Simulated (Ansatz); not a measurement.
**CuClO (singlet): the correlation ladder, def2-SVP**

Aim: climb from Hartree-Fock through coupled cluster and multireference methods for CuClO (singlet) at one geometry and basis, and see what each rung misses.

Method: def2-SVP, core rule «outside noble gas», up to 15 orbitals frozen; program: Ansatz 0.2.0, Gaussian basis.

The runs, in order: UHF; CCSD(T) on RHF; CCSD(T) on UHF; CISD; CCSDT(Q) on RHF; CASSCF and MRCISD+Q, 8 electrons in 8 orbitals; CASSCF and NEVPT2, 8 electrons in 8 orbitals.

14 further runs of the same task are left out: 6 that didn't finish, 8 set aside as unsound or not needed.

## Step 1: The system

The geometry is a PBE0/def2-TZVP stationary point (not a proven minimum).

3 atoms, charge 0, spin multiplicity 1.

Atoms are counted from 1 here; the program's logs count them from 0.

Bond lengths: Cu1–O2 1.680 Å, Cu1–Cl3 2.049 Å. Angles: O2–Cu1–Cl3 180.0°.

In the tables R marks a restricted determinant and U an unrestricted one; 'frontier' is the active space of 8 electrons in 8 orbitals; energies count from the table's Hartree-Fock row.

## Step 2: UHF

in.yaml

```yaml
crystal:
  periodic: [false, false, false]
  atoms:
    - {symbol: Cu, position_ang: [0.000000, 0.000000, -0.122833]}
    - {symbol: O, position_ang: [0.000000, 0.000000, -1.803033]}
    - {symbol: Cl, position_ang: [0.000000, 0.000000, 1.925867]}
basis:
  gaussian: {orbitals: def2-SVP}
magnetization: {spin_polarized: true, initial_magnetization: 0}
hamiltonian: {xc: hf}
output: {orbitals: {seedname: orbitals}}
```

On the command line:

```
ansatz run in.yaml --threads 1 --pin off --events-out ev --progress --plain --max-ram 2393MiB
```

Log:

```text
Functional definition: HF
  name "HF"
  cite "Fock, Z. Phys. 61, 126 (1930) doi:10.1007/BF01340294"
  parent pbe
  exchange = exact_x
  correlation = 0
634 factors; integrals over basis functions are off by at most 1.1e-3 eV
mean field evaluation 1: about -59111.2661 eV, gradient 4.1e1 eV
mean field evaluation 2: about -59111.4997 eV, gradient 4.1e1 eV
mean field evaluation 4: about -59121.2104 eV, gradient 1.3e1 eV
mean field evaluation 8: about -59122.3157 eV, gradient 6.8e-1 eV
mean field evaluation 16: about -59122.8141 eV, gradient 3.6e0 eV
mean field evaluation 32: about -59126.4044 eV, gradient 3.7e-1 eV
mean field evaluation 64: about -59115.9246 eV, gradient 2.0e1 eV
mean field evaluation 96: about -59120.1808 eV, gradient 8.6e-6 eV
mean field evaluation 128: about -59119.4034 eV, gradient 3.0e-3 eV
mean field evaluation 160: about -59121.7995 eV, gradient 5.8e0 eV
mean field evaluation 192: about -59117.5406 eV, gradient 4.9e1 eV
mean field evaluation 224: about -59124.3177 eV, gradient 1.1e0 eV
mean field evaluation 256: about -59105.5085 eV, gradient 3.5e1 eV
mean field evaluation 288: about -59126.2895 eV, gradient 4.7e-1 eV
mean field evaluation 320: about -59125.4945 eV, gradient 4.8e-1 eV
mean field evaluation 352: about -59114.3774 eV, gradient 2.9e1 eV
mean field evaluation 384: about -59118.0399 eV, gradient 2.6e1 eV
mean field evaluation 416: about -59118.9573 eV, gradient 2.7e0 eV
mean field evaluation 448: about -59126.0807 eV, gradient 3.8e0 eV
mean field evaluation 480: about -59125.3691 eV, gradient 3.3e0 eV
mean field -59126.43395599 eV, -2172.8563705464 hartree, gradient 4.5e-6 eV, S^2 1.016067; 20 other end points of the search recorded, 0 dependent functions left out
reference -59126.43395599 eV, -2172.8563705464 hartree; 27, 27 occupied and 36, 36 virtual orbitals, 634 factors
Total energy: -59126.43395599 eV, -2172.8563705464 hartree
```

Run time: 23 s. Hardware: 1 thread of Arm Neoverse N1, shared host.

From the report: ⟨S²⟩ of the determinant 1.016 (pure singlet: 0.00). The determinant is far from a pure spin state, so its energy mixes those of several spin states (harmless only where they are near-degenerate, as at dissociation).

The unrestricted solution breaks the spin symmetry, so the restricted determinant is unstable here.

## Step 3: CCSD(T) on RHF

Edit in.yaml of step 2 so:

```diff
@@ -8,4 +8,3 @@
   gaussian: {orbitals: def2-SVP}
-magnetization: {spin_polarized: true, initial_magnetization: 0}
-hamiltonian: {xc: hf}
-output: {orbitals: {seedname: orbitals}}
+magnetization: {spin_polarized: false}
+correlation: {method: ccsd_t, electrons: outside_noble_gas}
```

The command is unchanged.

Log (excerpt; [...] marks lines left out):

```text
Functional definition: HF
  name "HF"
  cite "Fock, Z. Phys. 61, 126 (1930) doi:10.1007/BF01340294"
  parent pbe
[...]
634 factors; integrals over basis functions are off by at most 1.1e-3 eV
[...]
mean field -59122.33259506 eV, -2172.7056483122 hartree, gradient 3.0e-6 eV, S^2 0.000000; 7 other end points of the search recorded, 0 dependent functions left out; unrestricted orbitals would lower it
[...]
determinant -59122.33259506 eV, -2172.7056483122 hartree, with singles and doubles -59139.75317750 eV, -2173.3458429088 hartree
determinant -59121.79645539 eV, -2172.6859455426 hartree, with singles and doubles -59139.10048222 eV, -2173.3218567997 hartree
unrestricted determinant -59126.43395599 eV, -2172.8563705464 hartree, S^2 1.0161
15 core orbitals not correlated: weight in the atoms' cores, before any rotation towards them, 1.000 or more for the frozen orbitals, at most 0.000 for the correlated occupied ones
reference -59122.33259506 eV, -2172.7056483122 hartree; 12, 12 occupied and 36, 36 virtual orbitals, 634 factors
second order -17.79853726 eV of doubles, -0.00000000 eV of singles
cycle   1  -17.47967782 eV  change   -5.9e-2 eV  update   1.4e-2
[...]
cycle  14  -17.47497947 eV  change    1.2e-5 eV  update   1.7e-5
perturbative correction -1.45263678 eV, -0.0533834169 hartree
WARN: the results are in doubt because among natural orbitals full CI differs from the method by +0.094 eV
Total energy: -59141.26021131 eV, -2173.4012253797 hartree
In doubt: among natural orbitals full CI differs from the method by +0.094 eV
```

It took 36 s on 1 thread of Arm Neoverse N1, shared host.

From the report: correlation -18.9276 eV; T1 0.070; largest double amplitude 0.26. The program marks this result as in doubt; its last lines say why.

## Step 4: CCSD(T) on UHF

Edit in.yaml of step 3 so:

```diff
@@ -8,3 +8,3 @@
   gaussian: {orbitals: def2-SVP}
-magnetization: {spin_polarized: false}
+magnetization: {spin_polarized: true, initial_magnetization: 0}
 correlation: {method: ccsd_t, electrons: outside_noble_gas}
```

The command is unchanged.

Log (excerpt; [...] marks lines left out):

```text
Functional definition: HF
  name "HF"
  cite "Fock, Z. Phys. 61, 126 (1930) doi:10.1007/BF01340294"
  parent pbe
[...]
634 factors; integrals over basis functions are off by at most 1.1e-3 eV
[...]
mean field -59126.43395599 eV, -2172.8563705464 hartree, gradient 1.3e-6 eV, S^2 1.016067; 42 other end points of the search recorded, 0 dependent functions left out
determinant -59126.43395599 eV, -2172.8563705464 hartree, with singles and doubles -59140.56342076 eV, -2173.3756187993 hartree
determinant -59126.15312839 eV, -2172.8460503222 hartree, with singles and doubles -59140.59990127 eV, -2173.3769594331 hartree
determinant -59125.97177552 eV, -2172.8393857272 hartree, with singles and doubles -59140.17002363 eV, -2173.3611617213 hartree
determinant -59125.49624638 eV, -2172.8219103538 hartree, with singles and doubles -59139.26170635 eV, -2173.3277816771 hartree
[...]
determinant -59126.43395599 eV, -2172.8563705464 hartree, with singles and doubles -59140.62266779 eV, -2173.3777960874 hartree
determinant -59126.15312839 eV, -2172.8460503222 hartree, with singles and doubles -59140.73804974 eV, -2173.3820362958 hartree
determinant -59125.97177552 eV, -2172.8393857272 hartree, with singles and doubles -59140.26568921 eV, -2173.3646773667 hartree
15 core orbitals not correlated: weight in the atoms' cores, before any rotation towards them, 1.000 or more for the frozen orbitals, at most 0.000 for the correlated occupied ones
reference -59126.15312839 eV, -2172.8460503222 hartree; 12, 12 occupied and 36, 36 virtual orbitals, 634 factors
second order -13.60563523 eV of doubles, -0.00000000 eV of singles
cycle   1  -14.58492144 eV  change   -9.0e-8 eV  update   3.5e-6
perturbative correction -0.59280583 eV, -0.0217852124 hartree
WARN: the results are in doubt because among natural orbitals the method converges to other amplitudes
Total energy: -59141.33085566 eV, -2173.4038215115 hartree
In doubt: among natural orbitals the method converges to other amplitudes
```

It took 2.8 min on 1 thread of Arm Neoverse N1, shared host.

From the report: ⟨S²⟩ of the determinant 1.006 (pure singlet: 0.00); correlation -15.1777 eV; T1 0.065; largest double amplitude 0.16. The determinant is far from a pure spin state, so its energy mixes those of several spin states (harmless only where they are near-degenerate, as at dissociation). Mind the lines of doubt at the end of the log.

## Step 5: CISD

Edit in.yaml of step 4 so:

```diff
@@ -8,3 +8,2 @@
   gaussian: {orbitals: def2-SVP}
-magnetization: {spin_polarized: true, initial_magnetization: 0}
-correlation: {method: ccsd_t, electrons: outside_noble_gas}
+correlation: {active_space: {ras: {orbitals: [12, 0, 36], electrons: 24, max_holes: 2, max_particles: 2}, fixed_orbitals: true}}
```

Launched as before.

Log:

```text
Functional definition: HF
  name "HF"
  cite "Fock, Z. Phys. 61, 126 (1930) doi:10.1007/BF01340294"
  parent pbe
  exchange = exact_x
  correlation = 0
634 factors; integrals over basis functions are off by at most 1.1e-3 eV
mean field evaluation 1: about -59111.4124 eV, gradient 5.8e1 eV
mean field evaluation 2: about -59111.7434 eV, gradient 5.8e1 eV
mean field evaluation 4: about -59121.2460 eV, gradient 1.8e1 eV
mean field evaluation 8: about -59122.3132 eV, gradient 9.4e-1 eV
mean field evaluation 16: about -59122.3326 eV, gradient 7.6e-5 eV
mean field evaluation 32: about -59122.2070 eV, gradient 6.0e0 eV
mean field evaluation 64: about -59121.6359 eV, gradient 1.5e1 eV
mean field evaluation 96: about -59121.9625 eV, gradient 7.8e0 eV
mean field -59122.33259506 eV, -2172.7056483122 hartree, gradient 3.0e-6 eV, S^2 0.000000; 7 other end points of the search recorded, 0 dependent functions left out
reference -59122.33259506 eV, -2172.7056483122 hartree; 27, 27 occupied and 36, 36 virtual orbitals, 634 factors
state -59137.20421798 eV, -2173.2521703740 hartree
Total energy: -59137.20421798 eV, -2173.2521703740 hartree
```

It took 20 s on 1 thread of Arm Neoverse N1, shared host.

From the report: 69,477 determinants.

## Step 6: CCSDT(Q) on RHF

Edit in.yaml of step 5 so:

```diff
@@ -8,2 +8,3 @@
   gaussian: {orbitals: def2-SVP}
-correlation: {active_space: {ras: {orbitals: [12, 0, 36], electrons: 24, max_holes: 2, max_particles: 2}, fixed_orbitals: true}}
+magnetization: {spin_polarized: false}
+correlation: {method: ccsdt_q, electrons: outside_noble_gas}
```

The command is unchanged.

Log (excerpt; [...] marks lines left out):

```text
Functional definition: HF
  name "HF"
  cite "Fock, Z. Phys. 61, 126 (1930) doi:10.1007/BF01340294"
  parent pbe
[...]
1100 factors; integrals over basis functions are off by at most 1.2e-7 eV
[...]
mean field -59122.33319243 eV, -2172.7056702650 hartree, gradient 3.3e-6 eV, S^2 0.000000; 8 other end points of the search recorded, 0 dependent functions left out; unrestricted orbitals would lower it
[...]
determinant -59122.33319243 eV, -2172.7056702650 hartree, with singles and doubles -59139.75381665 eV, -2173.3458663970 hartree
determinant -59121.79704957 eV, -2172.6859673785 hartree, with singles and doubles -59139.10114051 eV, -2173.3218809914 hartree
unrestricted determinant -59126.43457034 eV, -2172.8563931233 hartree, S^2 1.0161
15 core orbitals not correlated: weight in the atoms' cores, before any rotation towards them, 1.000 or more for the frozen orbitals, at most 0.000 for the correlated occupied ones
reference -59122.33319243 eV, -2172.7056702650 hartree; 12, 12 occupied and 36, 36 virtual orbitals, 1100 factors
second order -17.79860035 eV of doubles, -0.00000000 eV of singles
cycle   1  -15.11304216 eV  change     2.7e0 eV  update   3.9e-1
[...]
cycle  54  -18.65204397 eV  change   -1.5e-6 eV  update   6.5e-7
perturbative correction -0.17480969 eV, -0.0064241376 hartree
Total energy: -59141.16004609 eV, -2173.3975443757 hartree
```

It took 5.6 min on 1 thread of Arm Neoverse N1, shared host; peak memory 0.88 GiB.

From the report: correlation -18.8269 eV; T1 0.070; largest double amplitude 0.33.

## Step 7: CASSCF and MRCISD+Q, 8 electrons in 8 orbitals

Edit in.yaml of step 6 so:

```diff
@@ -8,3 +8,2 @@
   gaussian: {orbitals: def2-SVP}
-magnetization: {spin_polarized: false}
-correlation: {method: ccsdt_q, electrons: outside_noble_gas}
+correlation: {method: fic_mrcisd_q, electrons: outside_noble_gas, active_space: {window: {electrons: 8, orbitals: 8}}}
```

Same command.

Log (excerpt; [...] marks lines left out):

```text
Functional definition: HF
  name "HF"
  cite "Fock, Z. Phys. 61, 126 (1930) doi:10.1007/BF01340294"
  parent pbe
[...]
634 factors; integrals over basis functions are off by at most 1.1e-3 eV
[...]
mean field -59122.33259506 eV, -2172.7056483122 hartree, gradient 3.0e-6 eV, S^2 0.000000; 7 other end points of the search recorded, 0 dependent functions left out; unrestricted orbitals would lower it
reference -59122.33259506 eV, -2172.7056483122 hartree; 27, 27 occupied and 36, 36 virtual orbitals, 634 factors
state -59127.70821432 eV, -2172.9031986763 hartree
contracted CI cycle   1: correlation 0.00000000 eV, 0.0000000000 hartree, residual 4.32e1 eV
contracted CI cycle   2: correlation -11.32067992 eV, -0.4160273137 hartree, residual 5.04e0 eV
contracted CI cycle   3: correlation -11.56126040 eV, -0.4248684831 hartree, residual 1.42e0 eV
[...]
contracted CI cycle   5: correlation -11.66179916 eV, -0.4285632147 hartree, residual 2.45e-1 eV
contracted CI cycle   6: correlation -11.66265031 eV, -0.4285944937 hartree, residual 1.08e-1 eV
contracted CI cycle   7: correlation -11.66286321 eV, -0.4286023174 hartree, residual 5.92e-2 eV
contracted CI cycle   8: correlation -11.66293069 eV, -0.4286047974 hartree, residual 3.41e-2 eV
contracted CI cycle   9: correlation -11.66294941 eV, -0.4286054853 hartree, residual 1.66e-2 eV
contracted CI cycle  10: correlation -11.66295360 eV, -0.4286056393 hartree, residual 7.57e-3 eV
contracted CI cycle  11: correlation -11.66295447 eV, -0.4286056712 hartree, residual 3.35e-3 eV
contracted CI cycle  12: correlation -11.66295463 eV, -0.4286056773 hartree, residual 1.48e-3 eV
state -59127.44531200 eV, -2172.8935371942 hartree; corrected -59140.30850364 eV, -2173.3662507677 hartree
state -59127.70821432 eV, -2172.9031986763 hartree; corrected -59140.58076728 eV, -2173.3762562720 hartree
Total energy: -59140.58076728 eV, -2173.3762562720 hartree
```

Wall time 2 min (1 thread of Arm Neoverse N1, shared host); peak memory 0.38 GiB.

From the report: 2,500 determinants; active occupations 1.99, 1.99, 1.99, 1.55, 0.45, 0.01, 0.01, 0.01.

## Step 8: CASSCF and NEVPT2, 8 electrons in 8 orbitals

Edit in.yaml of step 7 so:

```diff
@@ -8,2 +8,2 @@
   gaussian: {orbitals: def2-SVP}
-correlation: {method: fic_mrcisd_q, electrons: outside_noble_gas, active_space: {window: {electrons: 8, orbitals: 8}}}
+correlation: {method: sc_nevpt2, electrons: outside_noble_gas, active_space: {window: {electrons: 8, orbitals: 8}}}
```

The command is unchanged.

Log (excerpt; [...] marks lines left out):

```text
Functional definition: HF
  name "HF"
  cite "Fock, Z. Phys. 61, 126 (1930) doi:10.1007/BF01340294"
  parent pbe
[...]
634 factors; integrals over basis functions are off by at most 1.1e-3 eV
[...]
mean field -59122.33259506 eV, -2172.7056483122 hartree, gradient 3.0e-6 eV, S^2 0.000000; 7 other end points of the search recorded, 0 dependent functions left out; unrestricted orbitals would lower it
reference -59122.33259506 eV, -2172.7056483122 hartree; 27, 27 occupied and 36, 36 virtual orbitals, 634 factors
state -59127.70821432 eV, -2172.9031986763 hartree
state -59127.70821432 eV, -2172.9031986763 hartree; corrected -59139.47304417 eV, -2173.3355481986 hartree
state -59127.44531200 eV, -2172.8935371942 hartree
state -59127.44531200 eV, -2172.8935371942 hartree; corrected -59139.72772235 eV, -2173.3449074491 hartree
state -59127.44531200 eV, -2172.8935371942 hartree; corrected -59139.72772235 eV, -2173.3449074491 hartree
the orbitals are reached from a further start. From the first start the search ends at -59127.70766981 eV, -2172.9031786659 hartree
WARN: the results are in doubt because another end's mean lies 0.263 eV lower, and its corrected mean 0.255 eV higher
Total energy: -59139.72772235 eV, -2173.3449074491 hartree
In doubt: another end's mean lies 0.263 eV lower, and its corrected mean 0.255 eV higher
```

Run time: 1.8 min. Hardware: 1 thread of Arm Neoverse N1, shared host.

From the report: 4,900 determinants; active occupations 1.99, 1.99, 1.98, 1.37, 0.63, 0.02, 0.01, 0.01. The program marks this result as in doubt; its last lines say why.

## Step 9: Misses and costs

No level here is safe as a reference; RCCSDT(Q) serves as a yardstick only. Rows without a time come out of other runs: HF, MP2 and CCSD of CCSD(T), CCSDT of CCSDT(Q), CASSCF and MRCISD of the multireference runs.

Differences are taken before rounding.

```tsv
method	energy from the lowest RHF (kJ/mol)	from RCCSDT(Q) (kJ/mol)	time
RHF	0.0	+1816.6	
RMP2	-1717.3	+99.3	
UMP2	-1681.4	+135.2	
CISD	-1434.9	+381.7	20 s
RCCSD	-1686.1	+130.5	
UCCSD	-1775.9	+40.7	
RCCSD(T)	-1826.2	-9.7	36 s
UCCSD(T)	-1833.1	-16.5	2.8 min
RCCSDT	-1799.7	+16.9	
RCCSDT(Q)	-1816.6	0	5.6 min
CASSCF frontier	-518.7	+1297.9	
MRCISD frontier	-1637.2	+179.3	
MRCISD+Q frontier	-1760.7	+55.9	2 min
```

Among the levels timed on like hardware and quicker than the yardstick, those that no quicker one beats, quickest first: CISD (20 s, +381.7 kJ/mol); RCCSD(T) (36 s, -9.7 kJ/mol).

Not comparable, so not listed: CASSCF and NEVPT2, 8 electrons in 8 orbitals (they don't share determinant, frozen orbitals or solution with the rows shown, or repeat one).

Left out of the table: UHF (another determinant or state than the rows shown).

The program flags RCCSD(T), UCCSD(T) as in doubt (see the logs), so those rows may rest on another solution; read them beside their warnings.

With the free atoms at the same levels and basis (separate runs), the atomisation energy is 4.475 eV at RCCSDT(Q), 4.515 eV at RCCSD(T), 4.585 eV at UCCSD(T), -0.608 eV at RHF.

## Step 10: What came out

```
                        quantity          value
  RCCSDT(Q) below the RHF energy    -18.8275 eV
             RMP2 from RCCSDT(Q)   +99.3 kJ/mol
             UMP2 from RCCSDT(Q)  +135.2 kJ/mol
            RCCSD from RCCSDT(Q)  +130.5 kJ/mol
         RCCSD(T) from RCCSDT(Q)    -9.7 kJ/mol
         UCCSD(T) from RCCSDT(Q)   -16.5 kJ/mol
MRCISD+Q frontier from RCCSDT(Q)   +55.9 kJ/mol
                   T1 diagnostic          0.070
```

RCCSD(T) lands -9.7 kJ/mol from the yardstick (0.5 % of the correlation energy). CCSD(T) misses by -9.7 kJ/mol on the restricted determinant and by -16.5 kJ/mol on the unrestricted one; the two need not hold the same state or core. Coupled cluster took another determinant than the lowest Hartree-Fock one. Warnings: restricted reference is unstable; spin contamination; coupled cluster took another determinant than the lowest; large T1 diagnostic.
